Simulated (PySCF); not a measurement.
# GeH⁻ (triplet): spin, charge, geometry and surroundings

Aim: change spin, charge, geometry, field or solvent of GeH⁻ (triplet), one at a time, and compare with the base run.

Method: method and basis as typed in the scripts; program: PySCF 2.14.0.

4 further runs of the same task are left out: 4 that didn't finish.

### Step 1. The starting structure

GeH⁻ (triplet): 2 atoms, charge -1, spin multiplicity 3.

Bond lengths: Ge1–H2 1.659 Å.

### Step 2. The base run

input.py

```python
from pyscf import gto, dft
from pyscf.prop.polarizability import uhf as pol

mol = gto.M(
    atom='Ge 0 0 0; H 0 0 1.659',
    basis='sbkjc',
    ecp={'Ge': 'sbkjc'},
    charge=-1,
    spin=2,
    symmetry=True,
    verbose=4,
)
mf = dft.UKS(mol, xc='scan')
mf.kernel()
print('polarizability (a.u.)')
print(pol.Polarizability(mf).polarizability().round(4))
mf.dip_moment()
print('orbital energies (hartree):', [e[max(0, n-3):n+3].round(4) for e, n in zip(mf.mo_energy, mol.nelec)])
```

Run with:

```console
OMP_NUM_THREADS=1 python input.py
```

Its log is not repeated here.

It gives: E(SCF) = -4.398182 Eh, 9 cycles, ⟨S²⟩ = 2.004, α(xx, yy, zz) = 21.4, 21.4, 29.9 bohr³.

The bond length is a typed value, not an optimised one. The dipole of an ion depends on the origin. The triplet is typed in the script; nothing here shows that it is the ground state.

### Step 3. Electric field 0.01 a.u.

Variant 1 changes electric field: none → 0.01 a.u.; point-group symmetry: on → off.

input.py

```python
from pyscf import gto, dft
from pyscf.prop.polarizability import uhf as pol

mol = gto.M(
    atom='Ge 0 0 0; H 0 0 1.659',
    basis='sbkjc',
    ecp={'Ge': 'sbkjc'},
    charge=-1,
    spin=2,
    verbose=4,
)
mf = dft.UKS(mol, xc='scan')
field = 0.01  # electric field along z, atomic units
h = mf.get_hcore() + field*mol.intor('int1e_r')[2]
mf.get_hcore = lambda *args: h
e_nuc = mol.energy_nuc() - field*mol.atom_charges() @ mol.atom_coords()[:, 2]
mf.energy_nuc = lambda *args: e_nuc
mf.kernel()
print('polarizability (a.u.)')
print(pol.Polarizability(mf).polarizability().round(4))
mf.dip_moment()
print('orbital energies (hartree):', [e[max(0, n-3):n+3].round(4) for e, n in zip(mf.mo_energy, mol.nelec)])
```

Run with:

```console
OMP_NUM_THREADS=1 python input.py
```

### Step 4. PCM, ε = 32.6

Variant 2 changes solvent: none (gas phase) → PCM, ε = 32.6; step after the SCF: polarizability → analyze.

input.py

```python
from pyscf import gto, dft, solvent

mol = gto.M(
    atom='Ge 0 0 0; H 0 0 1.659',
    basis='sbkjc',
    ecp={'Ge': 'sbkjc'},
    charge=-1,
    spin=2,
    symmetry=True,
    verbose=4,
)
mf = dft.UKS(mol, xc='scan')
mf = solvent.PCM(mf)
mf.with_solvent.eps = 32.6
mf.kernel()
mf.mulliken_pop()
mf.dip_moment()
print('orbital energies (hartree):', [e[max(0, n-3):n+3].round(4) for e, n in zip(mf.mo_energy, mol.nelec)])
```

### Step 5. Bond 1.609 Å

Variant 3 changes bond length: 1.659 Å → 1.609 Å.

input.py, as its differences from that of step 2:

```diff
@@ -4,3 +4,3 @@
 mol = gto.M(
-    atom='Ge 0 0 0; H 0 0 1.659',
+    atom='Ge 0 0 0; H 0 0 1.609',
     basis='sbkjc',
```

### Step 6. PCM, ε = 20.5

Variant 4 changes solvent: none (gas phase) → PCM, ε = 20.5; step after the SCF: polarizability → analyze.

input.py

```python
from pyscf import gto, dft, solvent

mol = gto.M(
    atom='Ge 0 0 0; H 0 0 1.659',
    basis='sbkjc',
    ecp={'Ge': 'sbkjc'},
    charge=-1,
    spin=2,
    symmetry=True,
    verbose=4,
)
mf = dft.UKS(mol, xc='scan')
mf = solvent.PCM(mf)
mf.with_solvent.eps = 20.5
mf.kernel()
mf.mulliken_pop()
mf.dip_moment()
print('orbital energies (hartree):', [e[max(0, n-3):n+3].round(4) for e, n in zip(mf.mo_energy, mol.nelec)])
```

### Step 7. Bond 1.327 Å

Variant 5 changes bond length: 1.659 Å → 1.327 Å.

input.py, as its differences from that of step 2:

```diff
@@ -4,3 +4,3 @@
 mol = gto.M(
-    atom='Ge 0 0 0; H 0 0 1.659',
+    atom='Ge 0 0 0; H 0 0 1.327',
     basis='sbkjc',
```

### Step 8. Electric field 0.05 a.u.

Variant 6 changes electric field: none → 0.05 a.u.; point-group symmetry: on → off.

input.py, as its differences from that of step 2:

```diff
@@ -9,3 +9,2 @@
     spin=2,
-    symmetry=True,
     verbose=4,
@@ -13,2 +12,7 @@
 mf = dft.UKS(mol, xc='scan')
+field = 0.05  # electric field along z, atomic units
+h = mf.get_hcore() + field*mol.intor('int1e_r')[2]
+mf.get_hcore = lambda *args: h
+e_nuc = mol.energy_nuc() - field*mol.atom_charges() @ mol.atom_coords()[:, 2]
+mf.energy_nuc = lambda *args: e_nuc
 mf.kernel()
```

Before running it: what results should come out? Wanted: for each run, E(SCF); from base; gap, α spin.

As calculated:

| run | E(SCF) (hartree) | from base (eV) | cycles | gap, α spin (eV) |
| --- | --- | --- | --- | --- |
| base | -4.398182 | 0 | 9 | 5.24 |
| electric field 0.01 a.u. | -4.400255 | not comparable | 8 | 5.25 |
| PCM, ε = 32.6 | -4.487956 | -2.4429 | 8 | 5.43 |
| bond 1.609 Å | -4.397147 | +0.0282 | 8 | 5.32 |
| PCM, ε = 20.5 | -4.486271 | -2.3970 | 8 | 5.43 |
| bond 1.327 Å | -4.361296 | +1.0037 | 8 | 5.09 |
| electric field 0.05 a.u. | -4.437639 | not comparable | 8 | 5.08 |

What this shows: The highest filled level of this anion is positive: the basis lacks diffuse functions or the electron is not bound, so these numbers hang on the basis. Of the runs whose energies can be compared, “PCM, ε = 32.6” moves the SCF energy most (-2.443 eV). A continuum solvent with ε = 32.6 lowers the energy by 2.443 eV, a large gain because the system is charged. A continuum solvent with ε = 20.5 lowers the energy by 2.397 eV, a large gain because the system is charged.
